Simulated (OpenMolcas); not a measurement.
# CH3BFNO (SMILES NC1(F)BO1), step by step

Aim: a single-point energy (HF/ANO-RCC-MB), then the energy (CASSCF(2,2)/ANO-RCC-VDZP), then the energy along one coordinate (CASPT2(2,2)/ANO-RCC-VDZP), then an energy scan (SC-NEVPT2(2,2)/ANO-RCC-VDZP), then an energy scan (MC-PDFT[tPBE](2,2)/ANO-RCC-VDZP) of CH3BFNO. 

The calculation is run with OpenMolcas 26.06.

### Step 1. The molecule

CH3BFNO has 8 atoms, charge 0, and is taken as a singlet. As SMILES, `NC1(F)BO1`. The shape is that of a PBE0-D4/def2-TZVP optimisation. This is one conformer, not always the lowest.

Bond lengths: N1–C2 1.387 Å, C2–F3 1.372 Å, C2–B4 1.510 Å, C2–O5 1.462 Å, B4–O5 1.335 Å, N1–H6 1.009 Å, N1–H7 1.013 Å, B4–H8 1.182 Å. Some angles: N1–C2–F3 113.8°, N1–C2–B4 127.1°, N1–C2–O5 115.3°, F3–C2–B4 118.6°, F3–C2–O5 108.3°, B4–C2–O5 53.3°, C2–B4–O5 61.5°, C2–O5–B4 65.2°, C2–N1–H6 112.2°, C2–N1–H7 112.6°.

### Step 2. A single-point energy at HF/ANO-RCC-MB (DKH2) (run 1)

Contents of mol.xyz:

```xyz
8

N     -0.431000     1.148400     0.184600
C      0.054100    -0.061200    -0.289600
F      0.122100    -0.132700    -1.658300
B      0.337600    -1.307200     0.515100
O      1.346900    -0.473000     0.255300
H     -1.439500     1.170100     0.211400
H     -0.075300     1.941600    -0.336200
H      0.177200    -2.343100     1.061900
```

Contents of step1.inp:

```
>>> EXPORT MOLCAS_PRINT=2

&GATEWAY
 COORD=mol.xyz
 BASIS=ANO-RCC-MB
 GROUP=NoSym

&SEWARD

&SCF
 PRORBITALS=0

&LOCALISATION
 OCCUPIED
 FREEZE
 PIPEK-MEZEY

&LOCALISATION
 FILEORB=$Project.LocOrb
 VIRTUAL
 PIPEK-MEZEY
```

Run with:

```bash
$ export MOLCAS_MEM=1860
$ pymolcas step1.inp > step1.log
```

The program printed:

```text
--- Start Module: gateway ---
[...]
--- Stop Module: gateway /rc=_RC_ALL_IS_WELL_ ---
[...]
      Basis functions           28
[...]
       Convergence after  11 Iterations
[...]
::    Total SCF energy                               -292.9336691662
[...]
      Total spin, S                                     0.0000000000
[...]
      Total electronic charge=   38.000000
      Total            charge=   -0.000000
[...]
      Dipole Moment (debye):
      Origin of the operator (angstrom)=    0.2778   -0.1114   -0.2892
                   X= -2.3185E+00               Y=  2.2483E-01               Z=  6.9146E-01           Total=  2.4299E+00
      Quadrupole Moment (debye*angstrom):
[...]
--- Start Module: localisation ---
[...]
--- Stop Module: localisation /rc=_RC_ALL_IS_WELL_ ---
--- Start Module: localisation ---
[...]
--- Stop Module: localisation /rc=_RC_ALL_IS_WELL_ ---
[...]
```

It took 3.3 s on 1 thread of Arm Neoverse V2, shared host; peak memory 0.41 GiB.

### Step 3. A single-point energy at CASSCF(2,2)/ANO-RCC-VDZP (DKH2, RICD fitting) (run 2)

mol.xyz is that of step 2.

Contents of step2.inp:

```
* CH3BFNO CASSCF
>>> EXPORT MOLCAS_PRINT=2
&GATEWAY
Coord=mol.xyz
Basis=ANO-RCC-MB
Group=NoSym
&SEWARD
&RASSCF
FileOrb=$CurrDir/step1.LocOrb
Alter=1
1 20 27
Spin=1
Nactel=2 0 0
Inactive=18
Ras2=2
OrbListing=Nothing
>>> COPY $Project.RunFile RUNFIL1
>>> COPY $Project.RasOrb INPORB
&GATEWAY
Coord=mol.xyz
Basis=ANO-RCC-VDZP
Group=NoSym
RICD
&SEWARD
>>> COPY $Project.RunFile RUNFIL2
&EXPBAS
&RASSCF
FileOrb=$Project.ExpOrb
Spin=1
Nactel=2 0 0
Inactive=18
Ras2=2
OrbListing=Nothing
OrbAppear=Compact
```

Run with:

```bash
$ export MOLCAS_MEM=1860
$ pymolcas step2.inp > step2.log
```

The program printed:

```text
--- Start Module: gateway ---
[...]
--- Stop Module: gateway /rc=_RC_ALL_IS_WELL_ ---
[...]
      Basis functions           28
[...]
      Number of active orbitals                  2
[...]
      Spin quantum number                      0.0
[...]
      Active orbitals                            2
[...]
      Number of CSFs                             3
[...]
      Number of root(s) required                 1
[...]
      Convergence after 14 iterations
[...]
      printout of CI-coefficients larger than  0.05 for root  1
      energy=    -292.947291
      conf/sym  11     Coeff  Weight
             1  20   0.99645 0.99291
             3  02  -0.08420 0.00709
      Natural orbitals and occupation numbers for root  1
      sym 1:   1.985820   0.014180
      ************************************************************************************************************************
      *                                                    Final results                                                     *
[...]
::    RASSCF root number  1 Total energy:   -292.94729099
[...]
      Basis functions           85
[...]
--- Start Module: expbas ---
[...]
--- Stop Module: expbas /rc=_RC_ALL_IS_WELL_ ---
--- Start Module: rasscf ---
[...]
      Convergence after 15 iterations
[...]
      Natural orbitals and occupation numbers for root  1
      sym 1:   1.985448   0.014552
      ************************************************************************************************************************
      *                                                    Final results                                                     *
[...]
::    RASSCF root number  1 Total energy:   -293.34551249
[...]
      Total electronic charge=   38.000000
      Total            charge=   -0.000000
[...]
      Dipole Moment (debye):
      Origin of the operator (angstrom)=    0.2778   -0.1114   -0.2892
                   X= -2.3533E+00               Y=  1.0835E-01               Z=  1.0123E+00           Total=  2.5641E+00
      Quadrupole Moment (debye*angstrom):
[...]
--- Stop Module: rasscf /rc=_RC_ALL_IS_WELL_ ---
[...]
```

Wall time 9.3 s (1 thread of Arm Neoverse V2, shared host); peak memory 0.41 GiB.

### Step 4. An energy scan at CASPT2(2,2)/ANO-RCC-VDZP (DKH2, RICD fitting, ipea shift 0.25 Eh, pt2 variant SS) (run 3)

Contents of step3.input:

```
>>> COPY $CurrDir/step2.RasOrb $Project.RasOrb
>>> ForEach K in (1, 2, 3, 4, 5, 6, 7, 8, 9)
&GATEWAY
COORD = $CurrDir/point$K.xyz
BASIS = ANO-RCC-VDZP
GROUP = NoSym
RICD
&SEWARD
&RASSCF
FILEORB = $Project.RasOrb
SPIN = 1
NACTEL = 2 0 0
INACTIVE = 18
RAS2 = 2
ORBLISTING = Nothing
ORBAPPEAR = Compact
&CASPT2
IMAGINARY = 0.2
FROZEN = 5
>>> EndDo
```

Run with:

```bash
$ export MOLCAS_MEM=1860
$ pymolcas step3.input > step3.log
```

The program printed (excerpt; [...] marks lines left out):

```text
[...]
      Basis functions           85
[...]
      Number of active orbitals                  2
[...]
      Spin quantum number                      0.0
[...]
      Active orbitals                            2
[...]
      Number of CSFs                             3
[...]
      Number of root(s) required                 1
[...]
      Convergence after 14 iterations
[...]
      Natural orbitals and occupation numbers for root  1
      sym 1:   1.991579   0.008421
      ************************************************************************************************************************
      *                                                    Final results                                                     *
[...]
::    RASSCF root number  1 Total energy:   -293.32153369
[...]
      E2 (Variational):          -0.7566322081
[...]
::    CASPT2 Root  1     Total energy:   -294.07816590
[...]
      Convergence after 13 iterations
[...]
      Natural orbitals and occupation numbers for root  1
      sym 1:   1.985440   0.014560
      ************************************************************************************************************************
      *                                                    Final results                                                     *
[...]
      Convergence after 14 iterations
[...]
      Natural orbitals and occupation numbers for root  1
      sym 1:   1.664184   0.335816
      ************************************************************************************************************************
      *                                                    Final results                                                     *
[...]
      Convergence after 14 iterations
[...]
      Natural orbitals and occupation numbers for root  1
      sym 1:   1.355635   0.644365
      ************************************************************************************************************************
      *                                                    Final results                                                     *
[...]
      Convergence after 13 iterations
[...]
::    RASSCF root number  1 Total energy:   -293.19901595
[...]
::    CASPT2 Root  1     Total energy:   -293.93298238
[...]
      Convergence after 11 iterations
[...]
::    RASSCF root number  1 Total energy:   -293.19823350
[...]
      E2 (Variational):          -0.7329817993
[...]
::    CASPT2 Root  1     Total energy:   -293.93121530
[...]
```

Wall time 63 s (1 thread of Arm Neoverse V2, shared host); peak memory 0.087 GiB.

The scan, from its lowest point:

```csv
C2–N1 (Å),energy (kJ/mol)
1.248,56.1
1.387,0.0
1.526,26.6
1.734,122.2
2.011,256.4
2.358,369.1
2.774,421.3
3.328,437.3
4.161,441.9
```

### Step 5. An energy scan at SC-NEVPT2(2,2)/ANO-RCC-VDZP (DKH2, RICD fitting, pt2 variant SC-NEVPT2) (run 4)

Contents of step4.input:

```
>>> COPY $CurrDir/step2.RasOrb $Project.RasOrb
>>> ForEach K in (1, 2, 3, 4, 5, 6, 7, 8, 9)

&gateway
  coord = $CurrDir/point$K.xyz
  basis = ANO-RCC-VDZP
  group = NoSym
  ricd

&seward

&rasscf
  fileorb = $Project.RasOrb
  spin = 1
  nactel = 2 0 0
  inactive = 18
  ras2 = 2
  orblisting = Nothing
  orbappear = Compact

&caspt2
  sc-nevpt2
  frozen = 5
>>> EndDo
```

Run with:

```bash
$ export MOLCAS_MEM=1860
$ pymolcas step4.input > step4.log
```

The program printed (excerpt; [...] marks lines left out):

```text
[...]
      Basis functions           85
[...]
      Number of active orbitals                  2
[...]
      Spin quantum number                      0.0
[...]
      Active orbitals                            2
[...]
      Number of CSFs                             3
[...]
      Number of root(s) required                 1
[...]
      Convergence after 14 iterations
[...]
      Natural orbitals and occupation numbers for root  1
      sym 1:   1.991579   0.008421
      ************************************************************************************************************************
      *                                                    Final results                                                     *
[...]
::    RASSCF root number  1 Total energy:   -293.32153369
[...]
      E2 (Variational):          -0.7497065279
[...]
::    SC-NEVPT2 Root  1     Total energy:   -294.07117543
[...]
      Convergence after 13 iterations
[...]
      Natural orbitals and occupation numbers for root  1
      sym 1:   1.985440   0.014560
      ************************************************************************************************************************
      *                                                    Final results                                                     *
[...]
      Convergence after 14 iterations
[...]
      Natural orbitals and occupation numbers for root  1
      sym 1:   1.664184   0.335816
      ************************************************************************************************************************
      *                                                    Final results                                                     *
[...]
      Convergence after 14 iterations
[...]
      Natural orbitals and occupation numbers for root  1
      sym 1:   1.355635   0.644365
      ************************************************************************************************************************
      *                                                    Final results                                                     *
[...]
      Convergence after 13 iterations
[...]
::    RASSCF root number  1 Total energy:   -293.19901595
[...]
::    SC-NEVPT2 Root  1     Total energy:   -293.92610597
[...]
      Convergence after 11 iterations
[...]
::    RASSCF root number  1 Total energy:   -293.19823350
[...]
      E2 (Variational):          -0.7261456937
[...]
::    SC-NEVPT2 Root  1     Total energy:   -293.92437920
[...]
```

Wall time 59 s (1 thread of Arm Neoverse V2, shared host); peak memory 0.087 GiB.

The scan, from its lowest point:

| C2–N1 (Å) | energy (kJ/mol) |
| --- | --- |
| 1.248 | 59.5 |
| 1.387 | 0.0 |
| 1.526 | 23.6 |
| 1.734 | 116.4 |
| 2.011 | 252.1 |
| 2.358 | 371.2 |
| 2.774 | 425.6 |
| 3.328 | 440.4 |
| 4.161 | 444.9 |

### Step 6. The energy along one coordinate at MC-PDFT[tPBE](2,2)/ANO-RCC-VDZP (DKH2, RICD fitting) (run 5)

Contents of step5.inp:

```
>>> EXPORT MOLCAS_PRINT=2
>>> COPY $CurrDir/step2.RasOrb $Project.RasOrb
>>> ForEach K in (1, 2, 3, 4, 5, 6, 7, 8, 9)

&gateway
  coord = $CurrDir/point$K.xyz
  basis = ANO-RCC-VDZP
  group = NoSym
  ricd

&seward

&rasscf
  fileorb = $Project.RasOrb
  spin = 1
  nactel = 2 0 0
  inactive = 18
  ras2 = 2
  orblisting = Nothing
  orbappear = Compact

&mcpdft
  ksdft = T:PBE
>>> EndDo
```

Run with:

```bash
$ export MOLCAS_MEM=1860
$ pymolcas step5.inp > step5.log
```

The program printed (excerpt; [...] marks lines left out):

```text
--- Start Module: gateway ---
[...]
      Basis functions           85
[...]
      Number of active orbitals                  2
[...]
      Spin quantum number                      0.0
[...]
      Active orbitals                            2
[...]
      Number of CSFs                             3
[...]
      Number of root(s) required                 1
[...]
      Convergence after 14 iterations
[...]
      Natural orbitals and occupation numbers for root  1
      sym 1:   1.991579   0.008421
      ************************************************************************************************************************
      *                                                    Final results                                                     *
[...]
::    RASSCF root number  1 Total energy:   -293.32153369
[...]
::    MCPDFT root number  1 Total energy:   -294.49370120
[...]
      Convergence after 13 iterations
[...]
      Natural orbitals and occupation numbers for root  1
      sym 1:   1.985440   0.014560
      ************************************************************************************************************************
      *                                                    Final results                                                     *
[...]
      Convergence after 14 iterations
[...]
      Natural orbitals and occupation numbers for root  1
      sym 1:   1.664184   0.335816
      ************************************************************************************************************************
      *                                                    Final results                                                     *
[...]
      Convergence after 14 iterations
[...]
      Natural orbitals and occupation numbers for root  1
      sym 1:   1.355635   0.644365
      ************************************************************************************************************************
      *                                                    Final results                                                     *
[...]
      Convergence after 13 iterations
[...]
::    RASSCF root number  1 Total energy:   -293.19901595
[...]
::    MCPDFT root number  1 Total energy:   -294.33236201
[...]
      Convergence after 11 iterations
[...]
::    RASSCF root number  1 Total energy:   -293.19823350
[...]
      Total electronic charge=   38.000000
      Total            charge=   -0.000000
[...]
::    MCPDFT root number  1 Total energy:   -294.33113995
[...]
```

Run time: 68 s. Hardware: 1 thread of Arm Neoverse V2, shared host; peak memory 0.087 GiB.

The scan, from its lowest point:

```csv
C2–N1 (Å),energy (kJ/mol)
1.248,53.6
1.387,0.0
1.526,27.2
1.734,123.8
2.011,265.1
2.358,395.7
2.774,460.4
3.328,477.2
4.161,480.4
```

### Step 7. Summary of results

| quantity | value |
| --- | --- |
| run 1, HF/ANO-RCC-MB: total energy | -292.93367 Eh |
| run 1, HF/ANO-RCC-MB: dipole moment | 2.43 D |
| run 1, HF/ANO-RCC-MB: HOMO energy | -12.98 eV |
| run 1, HF/ANO-RCC-MB: LUMO energy | 2.30 eV |
| run 1, HF/ANO-RCC-MB: HOMO–LUMO gap | 15.28 eV |
| run 2, CASSCF(2,2)/ANO-RCC-VDZP: total energy | -293.34551 Eh |
| run 2, CASSCF(2,2)/ANO-RCC-VDZP: dipole moment (CASSCF density) | 2.56 D |
| run 3, CASPT2(2,2)/ANO-RCC-VDZP: lowest energy of the scan | -294.09954 Eh |
| run 4, SC-NEVPT2(2,2)/ANO-RCC-VDZP: lowest energy of the scan | -294.09385 Eh |
| run 5, MC-PDFT[tPBE](2,2)/ANO-RCC-VDZP: lowest energy of the scan | -294.51410 Eh |

What this shows: Mulliken charges (run 2, CASSCF(2,2)/ANO-RCC-VDZP) run from -0.36 on O5 to +0.68 on C2.
